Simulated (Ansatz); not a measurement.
What does this script print? It uses the Python package of Ansatz (0.2.0).

The script, `bde_ch8bn.py`:
```python
import ansatz as az


def energy_of(molecule, charge=0, unpaired=0):
    calc = (
        molecule.calculation()
        .basis(gaussian="def2-TZVP")
        .functional("pbe0", dispersion="d4")
    )
    if charge:
        calc = calc.charge(charge)
    if unpaired:
        calc = calc.spin("collinear", total=unpaired)
    return calc.run().report["free_energy_ev"]

def without(molecule, index):
    rest = az.Crystal.molecule()
    for i, site in enumerate(molecule.cartesian_sites):
        if i != index:
            rest = rest.atom(site.symbol, site.position_ang)
    return rest


def main() -> None:
    geometry_ang = [
        ("B", (-0.7664, 0.9123, -0.1772)),
        ("N", (-0.3861, -0.5039, 0.0655)),
        ("C", (1.0428, -0.6197, 0.1195)),
        ("H", (-1.9305, 1.0283, -0.241)),
        ("H", (-0.369, 1.3369, -1.2444)),
        ("H", (-0.4333, 1.678, 0.6934)),
        ("H", (-0.768, -0.8245, 0.9747)),
        ("H", (-0.702, -1.0876, -0.7158)),
        ("H", (1.4893, 0.0084, 1.0094)),
        ("H", (1.5456, -0.3041, -0.8023)),
        ("H", (1.3432, -1.6811, 0.3389)),
    ]
    mol = az.Crystal.molecule()
    for symbol, xyz in geometry_ang:
        mol = mol.atom(symbol, xyz)

    whole = energy_of(mol, 0)
    hydrogen = energy_of(az.Crystal.molecule().atom("H", (0, 0, 0)), 0, 1)
    print(f"E(molecule) = {whole:.5f} eV, E(H) = {hydrogen:.5f} eV")
    for index in [5, 7, 10]:
        radical = energy_of(without(mol, index), 0, 1)
        print(f"H{index}: homolysis {96.485332 * (radical + hydrogen - whole):.1f} kJ/mol")


if __name__ == "__main__":
    main()
```

```console
$ python bde_ch8bn.py
E(molecule) = -3330.38067 eV, E(H) = -13.63389 eV
H5: homolysis 428.8 kJ/mol
H7: homolysis 426.6 kJ/mol
H10: homolysis 452.5 kJ/mol
```

Notes:
- Total energies depend on the basis set; only differences at equal settings carry meaning.
- The geometry is a force-field or estimated start, not a minimum of this method, and the basis set is short of its limit. All parts are taken at fixed geometry, without zero-point energy.
- It ran for 24 s on 1 thread of Arm Neoverse V1, with other jobs on the host, peak memory 0.3 GiB.

(Lines on the test bed's own set-up are left out of the output.)
